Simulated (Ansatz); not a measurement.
# SiNi2: the cost of one run

Computed with Ansatz 0.2.0 (DFT PBEsol, scalar-relativistic, plane waves, PAW, unless a step's input says otherwise).

### 1 The starting structure

The structure is orthorhombic, space group Pnma (No. 62). Conventional cell: a = 4.990 Å, b = 3.720 Å, c = 7.030 Å, α = 90.00°, β = 90.00°, γ = 90.00°. Si (site symmetry m) is surrounded by 10 Ni at 2.28 to 2.71 Å. Around Ni (site symmetry m) lie 5 Si at 2.34 to 2.57 Å and 8 Ni at 2.53 to 2.71 Å. Ni (site symmetry m) has 5 Si at 2.28 to 2.71 Å and 8 Ni at 2.53 to 2.71 Å as nearest neighbours.

As a file:

```
CELL_PARAMETERS angstrom
4.99000 0.00000 0.00000
0.00000 3.72000 0.00000
0.00000 0.00000 7.03000
ATOMIC_POSITIONS crystal
Si 0.28600 0.75000 0.61400
Si 0.71400 0.25000 0.38600
Si 0.21400 0.25000 0.11400
Si 0.78600 0.75000 0.88600
Ni 0.95800 0.75000 0.20300
Ni 0.04200 0.25000 0.79700
Ni 0.54200 0.25000 0.70300
Ni 0.45800 0.75000 0.29700
Ni 0.82500 0.75000 0.56300
Ni 0.17500 0.25000 0.43700
Ni 0.67500 0.25000 0.06300
Ni 0.32500 0.75000 0.93700
```

Source of the structure: the Crystallography Open Database.

(A quick probe on a coarse mesh, which set the mesh and smearing, is not shown.)

### 3 The relaxation

input.yaml

```yaml
crystal:
  lattice:
    - [4.99, 0.0, 0.0]
    - [0.0, 3.72, 0.0]
    - [0.0, 0.0, 7.03]
  atoms:
    - { symbol: Si, position: [0.286, 0.75, 0.614] }
    - { symbol: Si, position: [0.714, 0.25, 0.386] }
    - { symbol: Si, position: [0.214, 0.25, 0.114] }
    - { symbol: Si, position: [0.786, 0.75, 0.886] }
    - { symbol: Ni, position: [0.958, 0.75, 0.203] }
    - { symbol: Ni, position: [0.042, 0.25, 0.797] }
    - { symbol: Ni, position: [0.542, 0.25, 0.703] }
    - { symbol: Ni, position: [0.458, 0.75, 0.297] }
    - { symbol: Ni, position: [0.825, 0.75, 0.563] }
    - { symbol: Ni, position: [0.175, 0.25, 0.437] }
    - { symbol: Ni, position: [0.675, 0.25, 0.063] }
    - { symbol: Ni, position: [0.325, 0.75, 0.937] }
basis:
  ecutwfc: 420
kpoints:
  mp_grid: { grid: [8, 10, 6] }
hamiltonian:
  xc: pbesol
scf:
  occupations: { method: gaussian, width: 0.1 }
output:
  forces: true
  stress: true
  eigenvalues: true
relax:
  adjacent_minimum: "off"
  f_tol: 0.005
  max_steps: 80
  cell: { stress_tol: 0.05 }
```

Launch:

```console
ansatz run input.yaml --threads 4 --pin off --max-ram 10240MiB --backend cpu --events-out ev --progress --plain --runs-dir out
```

What time and memory should one allow on 4 threads of Intel Xeon Platinum 8488C (Sapphire Rapids), shared host?

About 2.4 min, with a peak of 1.4 GiB.
